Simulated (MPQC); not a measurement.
# ROB3LYP5/STO-3G run of InHF (SMILES [F][InH])

What is the vertical electron affinity of InHF at ROB3LYP5/STO-3G? 

The calculation is run with MPQC 2.3.1.

6 further runs of the same task are left out: 3 that didn't finish, 3 set aside as unsound or not needed.

**1. The structure to begin with**

InHF: 3 atoms, total charge 0, spin state doublet. SMILES: `[F][InH]`. Geometry: relaxed at PBE0-D4/def2-TZVP.

Bond lengths: F1–In2 1.970 Å, In2–H3 1.779 Å. Angles: F1–In2–H3 113.8°.

**2. A single-point energy at ROB3LYP5/STO-3G**

job.in

```
% FHIn
molecule<Molecule>: (
    symmetry = auto
    unit = bohr
    { atoms geometry } = {
        F  [ 2.05677791     1.86988400     1.31203685 ]
        In [ -0.98738190     0.67104175    -0.46260496 ]
        H  [ -1.09018300    -2.66338000    -0.87456525 ]
    }
)
basis<GaussianBasisSet>: (
    name = "STO-3G"
    molecule = $:molecule
    basisdir = "."
    puream = yes
)
mpqc: (
    checkpoint = no
    savestate = no
    restart = no
    do_energy = yes
    do_gradient = no
    optimize = no
    mole<HSOSKS>: (
        molecule = $:molecule
        basis = $:basis
        total_charge = 0
        multiplicity = 2
        memory = 1000000000
        print_evals = yes
        maxiter = 60
        functional<SumDenFunctional>: (
            a0 = 0.2
            coefs = [ 0.8 0.72 0.19 0.81 ]
            funcs: [ <SlaterXFunctional>: () <Becke88XFunctional>: () <VWN5LCFunctional>: () <LYPCFunctional>: () ]
        )
    )
)
```

The basis set STO-3G is read from a file made from the Basis Set Exchange's data (not shown).

The run is started by

```
$ mpqc -o job.out job.in
```

The log of the run, shortened:

```text
MPQC: Massively Parallel Quantum Chemistry
[...]
  HSOSSCF::init: total charge = 0
[...]
  WARNING: BeckeIntegrationWeight usually uses the atomic maximum
           probability radius, however this is not available for
[...]
  Integrated electron density error = -0.008442160546
  iter     1 energy = -5782.2332770376 delta = 5.55572e-01
[...]
  Integrated electron density error = -0.000119634257
  iter    14 energy = -5783.5363123884 delta = 1.02306e-05
  Integrated electron density error = -0.000119632874
  iter    15 energy = -5783.5363123789 delta = 5.03457e-06
  Integrated electron density error = -0.000119632223
  iter    16 energy = -5783.5363123700 delta = 2.50000e-06
  Integrated electron density error = -0.000119631984
  iter    17 energy = -5783.5363124099 delta = 1.14024e-06
[...]
  LUMO is     9  A" =   0.089894
  total scf energy = -5783.5363124099
Value of the MolecularEnergy: -5783.5363124099
[...]
        symmetry = cs
[...]
        nbasis = 33
[...]
```

Run time: 6 s. Hardware: 1 thread of Intel Xeon Platinum 8488C (Sapphire Rapids), shared host; peak memory 0.12 GiB.

**3. The singlet anion, same level**

job.in: that of step 2 with these lines changed.

```diff
@@ -1,2 +1 @@
-% FHIn
 molecule<Molecule>: (
@@ -5,5 +4,5 @@
     { atoms geometry } = {
-        F  [ 2.05677791     1.86988400     1.31203685 ]
-        In [ -0.98738190     0.67104175    -0.46260496 ]
-        H  [ -1.09018300    -2.66338000    -0.87456525 ]
+        F  [ 2.05677791 1.86988400 1.31203685 ]
+        In [ -0.98738190 0.67104175 -0.46260496 ]
+        H  [ -1.09018300 -2.66338000 -0.87456525 ]
     }
@@ -23,7 +22,6 @@
     optimize = no
-    mole<HSOSKS>: (
+    mole<CLKS>: (
         molecule = $:molecule
         basis = $:basis
-        total_charge = 0
-        multiplicity = 2
+        total_charge = -1
         memory = 1000000000
```

The basis set STO-3G is read from a file made from the Basis Set Exchange's data (not shown).

The run is started by

```
$ mpqc job.in > job.out
```

The log of the run, shortened:

```text
MPQC: Massively Parallel Quantum Chemistry
[...]
  CLSCF::init: total charge = -1
[...]
  nbasis = 33
[...]
  WARNING: BeckeIntegrationWeight usually uses the atomic maximum
           probability radius, however this is not available for
[...]
  Integrated electron density error = -0.008729222345
  iter     1 energy = -5782.2640840096 delta = 5.64693e-01
[...]
  Integrated electron density error = -0.000117972536
  iter    11 energy = -5783.3858967585 delta = 1.77203e-06
  Integrated electron density error = -0.000117970027
  iter    12 energy = -5783.3858967748 delta = 1.09248e-05
  Integrated electron density error = -0.000117966735
  iter    13 energy = -5783.3858967753 delta = 1.54674e-05
  Integrated electron density error = -0.000117965066
  iter    14 energy = -5783.3858967688 delta = 7.87211e-06
[...]
  LUMO is     9  A" =   0.376462
  total scf energy = -5783.3858967688
Value of the MolecularEnergy: -5783.3858967688
[...]
        symmetry = cs
[...]
```

It took 3.6 s on 1 thread of Intel Xeon Platinum 8488C (Sapphire Rapids), shared host; peak memory 0.12 GiB.

**4. What came out**

At ROB3LYP5/STO-3G:

| quantity | value |
| --- | --- |
| doublet InHF: total energy | -5783.53631 Eh |
| singlet anion: total energy | -5783.38590 Eh |
| singlet anion: HOMO energy | 7.36 eV |
| singlet anion: LUMO energy | 10.24 eV |
| singlet anion: HOMO–LUMO gap (to an unbound level, set by the basis) | 2.88 eV |
| vertical electron affinity (to the singlet anion) | -4.093 eV |

**Reading.** The anion lies 4.09 eV (94 kcal/mol) above the neutral: the electron isn't bound at this level, and such a value depends on the basis. Without diffuse functions anions come out too high. In a minimal basis such a difference can be off by several eV, whatever the method. Relativity is left out (doublet InHF) although the molecule holds a heavy atom. The HOMO (singlet anion) lies at positive energy, 7.36 eV; only total energies tell whether the electron is bound. Relativity is left out (singlet anion) although the molecule holds a heavy atom.
